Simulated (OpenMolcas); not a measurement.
# O⁺: RASSCF and RASPT2 terms and fine-structure levels

Aim: the low terms and levels of O⁺, with their order and spacing, then second-order correlation under several settings.

Program: OpenMolcas 26.06. Level of theory: state-averaged RASSCF and RASPT2, spin-orbit coupling by RASSI with atomic mean-field integrals. These are calculated values, not measurements, unless marked.

## 1. What is computed

```
Species                           : O⁺ (oxygen, Z = 8, 7 electrons)
Basis                             : ANO-RCC [8s7p4d3f2g], 88 functions
Scalar Hamiltonian                : DKH2, point nucleus
Inactive shells                   : 1s 2s
Active space                      : 3 electrons in 9 orbitals (RAS2 2p; RAS3 3s 3d, at most 1 electrons)
Some configurations of this space : 2s2 2p2 3d, 2s2 2p2 3s, 2s2 2p3
Orbitals                          : optimised for each spin and parity, averaged over the low roots
```

The outer shells:

2s2 2p2 3d
```
2s [↑↓]
2p [↑ ][↑ ][  ]
3d [↑ ][  ][  ][  ][  ]
```

2s2 2p2 3s
```
2s [↑↓]
2p [↑ ][↑ ][  ]
3s [↑ ]
```

2s2 2p3
```
2s [↑↓]
2p [↑ ][↑ ][↑ ]
```

Each step is its own input file, run in one work folder so that later steps find the files of earlier ones. Labels, J, g values, rates, χT and fits are worked out afterwards by a script from the matrices that RASSI stores.

## 2. GATEWAY and SEWARD: basis and integrals

Input file a.inp:

```
&GATEWAY
Coord
1

O 0.0 0.0 0.0
Basis=ANO-RCC
Group=XYZ
NoMove
AngMom=0.0 0.0 0.0
AMFI
&SEWARD
```

Run with:

```
$ OMP_NUM_THREADS=1 MOLCAS_MEM=2252 MOLCAS_PROJECT=a pymolcas a.inp > a.log
```

## 3. Reference wave functions, quartets of odd parity, 1 root

Input file a.inp:

```
&RASSCF
FileOrb=start.orb
Symmetry=2
Spin=4
nActEl=3 0 1
Inactive=2 0
Ras2=0 3
Ras3=6 0
CIRoot=1 1 1
SDav=1
CIMx=300
Iter=120 100
PrWF=0.3
OrbListing=Nothing
MaxOrb=0
Thrs=2.0e-7 1.0e-1 5.0e-4
Atom
>>> COPY $Project.JobIph JOB001
```

start.orb holds the contracted functions of the basis, ordered by shell, or the orbitals of the step before.

## 4. RASSCF: doublets of odd parity, 8 roots

Input file a.inp:

```
&RASSCF
FileOrb=start.orb
Symmetry=2
Spin=2
nActEl=3 0 1
Inactive=2 0
Ras2=0 3
Ras3=6 0
CIRoot=8 8 1
SDav=8
CIMx=300
Iter=120 100
PrWF=0.3
OrbListing=Nothing
MaxOrb=0
Thrs=2.0e-7 1.0e-1 5.0e-4
Atom
>>> COPY $Project.JobIph JOB002
```

## 5. RASSCF: quartets of even parity, 18 roots

Input file a.inp:

```
&RASSCF
FileOrb=start.orb
Symmetry=1
Spin=4
nActEl=3 0 1
Inactive=2 0
Ras2=0 3
Ras3=6 0
CIRoot=18 18 1
SDav=18
CIMx=300
Iter=120 100
PrWF=0.3
OrbListing=Nothing
MaxOrb=0
Thrs=2.0e-7 1.0e-1 5.0e-4
Atom
>>> COPY $Project.JobIph JOB003
```

## 6. Reference wave functions, doublets of even parity, 49 roots

Input file a.inp:

```
&RASSCF
FileOrb=start.orb
Symmetry=1
Spin=2
nActEl=3 0 1
Inactive=2 0
Ras2=0 3
Ras3=6 0
CIRoot=49 49 1
SDav=54
CIMx=300
Iter=120 100
PrWF=0.3
OrbListing=Nothing
MaxOrb=0
Thrs=2.0e-7 1.0e-1 5.0e-4
Atom
>>> COPY $Project.JobIph JOB004
```

## 7. RASSI: spin-orbit coupling between the states

Input file a.inp:

```
&RASSI
NrOfJobIphs=4 1 8 18 49
1
1 2 3 4 5 6 7 8
1 2 3 4 5 6 7 8 9 10 11 12 13 14 15 16 17 18
1 2 3 4 5 6 7 8 9 10 11 12 13 14 15 16 17 18 19 20 21 22 23 24 25 26 27
28 29 30 31 32 33 34 35 36 37 38 39 40 41 42 43 44 45 46 47 48 49
IphNames
JOB001
JOB002
JOB003
JOB004
EJob
SpinOrbit
DIPRint=1.0
SOCoupling=1000.0
Subsets=2
MEES
Property=10
'ANGMOM' 1 'ANGMOM' 2 'ANGMOM' 3 'MLTPL  1' 1 'MLTPL  1' 2 'MLTPL  1' 3
'AMFI' 1 'AMFI' 2 'AMFI' 3 'MLTPL  2' 6
SOProperty=3
'ANGMOM' 1 'ANGMOM' 2 'ANGMOM' 3
```

## 8. CASPT2: IPEA 0.25, imaginary shift 0.1 (closed shells correlated: 1s 2s)

Input file a.inp:

```
>>> COPY JOB001 $Project.JobIph
&CASPT2
Multistate=1 1
Frozen=0 0
IPEA=0.25
Imaginary=0.1
MaxIter=60
WThr=0.0 0.3 0.05
PrWF=0.5
NoMix
>>> COPY JOB002 $Project.JobIph
&CASPT2
Multistate=8 1 2 3 4 5 6 7 8
Frozen=0 0
IPEA=0.25
Imaginary=0.1
MaxIter=60
WThr=0.0 0.3 0.05
PrWF=0.5
NoMix
>>> COPY JOB003 $Project.JobIph
&CASPT2
Multistate=18 1 2 3 4 5 6 7 8 9 10 11 12 13 14 15 16 17 18
Frozen=0 0
IPEA=0.25
Imaginary=0.1
MaxIter=60
WThr=0.0 0.3 0.05
PrWF=0.5
NoMix
>>> COPY JOB004 $Project.JobIph
&CASPT2
Multistate=49 1 2 3 4 5 6 7 8 9 10 11 12 13 14 15 16 17 18 19 20 21 22
23 24 25 26 27 28 29 30 31 32 33 34 35 36 37 38 39 40 41 42 43 44 45 46
47 48 49
Frozen=0 0
IPEA=0.25
Imaginary=0.1
MaxIter=60
WThr=0.0 0.3 0.05
PrWF=0.5
NoMix
```

## 9. CASPT2: IPEA 0.25, sigma2 regulariser 0.3 (closed shells correlated: 1s 2s)

Edit a.inp of step 8 so:

```diff
@@ -5,3 +5,3 @@
 IPEA=0.25
-Imaginary=0.1
+Sig2=0.3
 MaxIter=60
@@ -15,3 +15,3 @@
 IPEA=0.25
-Imaginary=0.1
+Sig2=0.3
 MaxIter=60
@@ -25,3 +25,3 @@
 IPEA=0.25
-Imaginary=0.1
+Sig2=0.3
 MaxIter=60
@@ -37,3 +37,3 @@
 IPEA=0.25
-Imaginary=0.1
+Sig2=0.3
 MaxIter=60
```

(Steps that only read results are left out.)

Q: Predict the outcome of this session. Wanted: lowest level; first excited level; spin-orbit lowering of the lowest level; strongest of the lines computed, by gA, at RASSCF energies.

**Answer**, as computed:

| quantity | value |
| --- | --- |
| method | SS-RASPT2, IPEA 0.25, imaginary shift 0.1 (closed shells correlated: 1s 2s) |
| lowest level | 2s2 2p3 4S* 3/2, 100 % of that term, g = 2.002 |
| ground level listed by NIST | 4S°3/2 |
| first excited level | 2s2 2p3 2D* 3/2 at 27150 cm-1 |
| spin-orbit lowering of the lowest level | 0.7 cm-1 |
| strongest of the lines computed, by gA, at RASSCF energies | 2s2 2p2 3s 2D 5/2 → 2s2 2p3 2D* 5/2, 56.34 nm, A = 1.32e+09 s⁻¹ |

What each method costs and misses:

| method | time of its own steps | time with the reference | mean absolute difference from the measured levels (cm-1) |
| --- | --- | --- | --- |
| A. RASSCF | 31 s | 31 s | 3800 |
| B. SS-RASPT2, IPEA 0.25, imaginary shift 0.1, +1s 2s | 71 s | 1.7 min | 990 |
| C. SS-RASPT2, IPEA 0.25, sigma2 regulariser 0.3, +1s 2s | 64 s | 95 s | 1000 |

Times are of one thread on a shared host.

What this shows: Second-order correlation (method B) scales the levels of the lowest configuration above 5000 cm⁻¹ by 0.88. Method B lies closest to the measured levels (990 cm⁻¹ on average, level with C) and A farthest (3800). Only the configurations of the active space and the roots asked for are present. Not all states of the active space went into the spin-orbit step. CASPT2 does not keep the components of a term degenerate, and the means are used. Reference weights range from 0.90 to 0.98, which points to intruder states or a small active space for some roots. With the s shell closed, the highest p terms come out too high. Only valence configurations of the active space appear, up to the ionisation limit; * or ° marks odd parity.
